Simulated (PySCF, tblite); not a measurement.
# C₃H₄BO radical: geometry, infrared bands and EPR parameters

What infrared bands and EPR parameters should C₃H₄BO radical (`C#CBO[CH2]`) show?

Programs: tblite 0.8.0 and PySCF 2.14.0, with density-fitted response routines of our own. Each step states its level of theory. These are calculated values for one molecule in the gas phase, unless marked as measured. Atoms are numbered from 0 throughout.

**1. The starting structure**

9 atoms, charge 0, multiplicity 2; geometry from: force field or distance geometry start.

Bonds of the start (Å): C0–C1 1.20, C1–B2 1.54, B2–O3 1.45, O3–C4 1.38, C0–H5 1.07, B2–H6 1.19, C4–H7 1.12, C4–H8 1.11.

**2. Relaxing the molecule with GFN2-xTB**

The job: settings as JSON, then the geometry in Å.

```
{"job": {"kind": "relax", "xc": "GFN2-xTB", "basis": "xTB"}, "charge": 0, "multiplicity": 2}
C     -2.254200     0.157800     1.355400
C     -1.375000    -0.203000     0.625400
B     -0.222900    -0.679500    -0.280100
O      1.148600    -0.666900     0.189800
C      1.682300     0.542400    -0.217600
H     -3.051600     0.483300     1.987000
H     -0.485800    -1.129900    -1.346900
H      2.576800     0.362600    -0.861800
H      1.995400     1.139100     0.659700
```

Run with:

```
OMP_NUM_THREADS=1 python probes_run.py task.json out
```

This one command runs all jobs of the session in turn.

**Question.** This job is followed by: GFN2-xTB harmonic vibrations, gas phase; UKS B3LYP, pcH-1 on B C H O, non-relativistic, mean-field spin-orbit, GIAO. Predict these results of the whole session: strongest single infrared mode (GFN2-xTB); zero-point energy (GFN2-xTB); g(iso) (B3LYP); ⟨S²⟩; largest a(iso) (averaged by class); potential on the surface of density 0.002 e/bohr³, 1st and 99th percentile.

As calculated:

| quantity | value |
| --- | --- |
| strongest single infrared mode (GFN2-xTB) | 1185 cm⁻¹, 226 km/mol |
| zero-point energy (GFN2-xTB) | 36.5 kcal/mol |
| g(iso) (B3LYP) | 2.00260 |
| ⟨S²⟩ | 0.755 (exact 0.75) |
| largest a(iso) (averaged by class) | 13C on C4, 84.9 MHz |
| potential on the surface of density 0.002 e/bohr³, 1st and 99th percentile | -0.85 V and 1.65 V |

What this shows: Over 61 steps the energy fell by 1.451 eV; of the close pairs, B2–O3 changed most, 1.450 to 1.359 Å. No mode is imaginary among the 21: a minimum at this level. The strongest single mode, at 1185 cm⁻¹, is spread over several atoms, B2, H6, O3, H8 among them. Unscaled tight-binding wavenumbers are off by several per cent, some by more. Its intensities can rank the bands wrongly. Most of the unpaired spin sits on C4 (0.93 e). The isotropic g lies 0.3 ppt above the free-electron value. These values are for one conformer; the search (at its own cheap level) found 2 more, at 0.00, 0.77 kcal/mol (those within 0.05 may be mirror or relabelled copies), and measured spectra average over such forms.
